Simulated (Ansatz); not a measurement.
This script makes an atomisation energy of AlFH₃NTe, SMILES [NH2][Al]([F])[TeH] with the Python package of Ansatz (0.2.0).

The script reads `alfh3nte.xyz`:
```text
7

N    -0.56460    1.19070    0.79790
Al    0.57180   -0.16400    0.24970
F     2.23510   -0.18720    0.85140
Te   -0.18240   -2.01800   -1.37290
H    -0.72950    1.14410    1.80260
H    -1.54050    1.04050    0.35290
H     0.27140   -1.07400   -2.72720
```

The script, `alfh3nte_tae.py`:
```python
"""Atomisation energy of AlFH3NTe at the given geometry."""

from collections import Counter

import ansatz as az


def single_point(molecule, charge=0, unpaired=0):
    calc = molecule.calculation().basis(gaussian="def2-TZVP").functional("PBE0")
    if charge:
        calc = calc.charge(charge)
    if unpaired:
        calc = calc.spin("collinear", total=unpaired)
    report = calc.run(threads=1, backend="cpu").report
    if report["published_state_doubts"]:
        print("  doubts:", report["published_state_doubts"])
    return report["free_energy_ev"]


def main() -> None:
    molecule = az.Crystal.molecule_from_extxyz("alfh3nte.xyz")

    # unpaired electrons of the ground-state atoms
    unpaired = {"N": 3, "Al": 1, "F": 1, "Te": 2, "H": 1}
    counts = Counter(site.symbol for site in molecule.cartesian_sites)
    atom_energy = {s: single_point(az.Crystal.molecule().atom(s, (0, 0, 0)), 0, unpaired[s]) for s in counts}
    whole = single_point(molecule, 0, 0)
    for s, e in atom_energy.items():
        print(f"{s:2s} x{counts[s]}  {e:14.5f} eV")
    print(f"AlFH3NTe: {whole:.5f} eV")
    split = sum(counts[s] * e for s, e in atom_energy.items()) - whole
    print(f"atomisation energy (no zero-point term): {23.060548 * split:.1f} kcal/mol, {split / sum(counts.values()):.3f} eV an atom")


if __name__ == "__main__":
    main()
```

What does it cost to take this molecule apart into atoms?

521.1 kcal/mol from the electronic energies, without the zero-point term.

The run itself:

```console
$ python alfh3nte_tae.py
N  x1     -1484.21287 eV
Al x1     -6591.92952 eV
F  x1     -2712.32684 eV
Te x1     -7292.50575 eV
H  x3       -13.63389 eV
AlFH3NTe: -18144.47542 eV
atomisation energy (no zero-point term): 521.1 kcal/mol, 3.228 eV an atom
```

Notes:
- Total energies depend on the basis set; only differences at equal settings carry meaning.
- The geometry is a force-field or estimated start, not a minimum of this method, and the basis set is short of its limit. All parts are taken at fixed geometry, without zero-point energy.
- def2 sets replace the cores of elements past krypton by effective core potentials.
- The spin-orbit lowering of heavy atoms is left out.
- Wall time of the script: 2.7 s on 1 thread of AMD EPYC 9R45 (Zen 5), with other jobs on the host, peak memory 0.36 GiB.
